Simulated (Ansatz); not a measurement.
What does this script print? It uses Ansatz 0.2.0, Python API.

`kprhfzro6_sym.py`
```python
'''Orbits, cells and special points of KPrHfZrO6.'''

import ansatz as az
import numpy as np

kprhfzro6 = (
    az.Lattice.fcc(8.305578)
    .space_group(216)
    .atom('K', [0.25, 0.25, 0.25])
    .atom('Pr', [0.25, 0.25, 0.75])
    .atom('Zr', [0.5, 0.0, 0.0])
    .atom('Hf', [0.0, 0.0, 0.0])
    .atom('O', [0.248102, 0.0, 0.0])
    .primitive()
    .moments(Pr=2)
)

read = kprhfzro6.crystallographic_orbits()
print('group', read['space_group'], read['hermann_mauguin'], 'conventional content', read['formula'])
print('orbits:', [orbit['symbol'] + ' ' + str(orbit['wyckoff']) for orbit in read['orbits']])
for pair in read['least_distances']:
    print(f'  shortest {pair["first"]}-{pair["second"]}: {pair["distance_ang"]:.3f} A')
print('atoms in the primitive and conventional cells:', len(kprhfzro6.primitive().resolved().sites), len(kprhfzro6.conventional().resolved().sites))
built = kprhfzro6.resolved()
vectors = np.array(built.lattice.vectors)
print('cell vectors (A)')
print(vectors.round(4) + 0.0)
for index, site in enumerate(built.sites):
    print(index, site.symbol, np.round(site.position, 4) + 0.0)
try:
    print({label: tuple(round(v, 4) for v in k) for label, k in az.high_symmetry_points(vectors.tolist()).items()})
except Exception as error:
    print('no labels:', error)
```

Output of `python kprhfzro6_sym.py`:
```text
group 216 F-43m conventional content K4Pr4Zr4Hf4O24
orbits: ['K 4c', 'Pr 4d', 'Zr 4b', 'Hf 4a', 'O 24f']
  shortest K-K: 5.873 A
  shortest K-Pr: 4.153 A
  shortest K-Zr: 3.596 A
  shortest K-Hf: 3.596 A
  shortest K-O: 2.937 A
  shortest Pr-Pr: 5.873 A
  shortest Pr-Zr: 3.596 A
  shortest Pr-Hf: 3.596 A
  shortest Pr-O: 2.937 A
  shortest Zr-Zr: 5.873 A
  shortest Zr-Hf: 4.153 A
  shortest Zr-O: 2.092 A
  shortest Hf-Hf: 5.873 A
  shortest Hf-O: 2.061 A
  shortest O-O: 2.914 A
atoms in the primitive and conventional cells: 10 40
cell vectors (A)
[[0.     4.1528 4.1528]
 [4.1528 0.     4.1528]
 [4.1528 4.1528 0.    ]]
0 K [0.25 0.25 0.25]
1 Pr [0.75 0.75 0.75]
2 Zr [0.5 0.5 0.5]
3 Hf [0. 0. 0.]
4 O [0.7519 0.2481 0.2481]
5 O [0.2481 0.2481 0.7519]
6 O [0.7519 0.7519 0.2481]
7 O [0.2481 0.7519 0.2481]
8 O [0.7519 0.2481 0.7519]
9 O [0.2481 0.7519 0.7519]
{'K': (0.375, 0.375, 0.75), 'L': (0.5, 0.5, 0.5), 'U': (0.625, 0.25, 0.625), 'W': (0.5, 0.25, 0.75), 'X': (0.5, 0.0, 0.5), 'Γ': (0.0, 0.0, 0.0)}
```

The structure comes from a database and needn't be a stable phase.
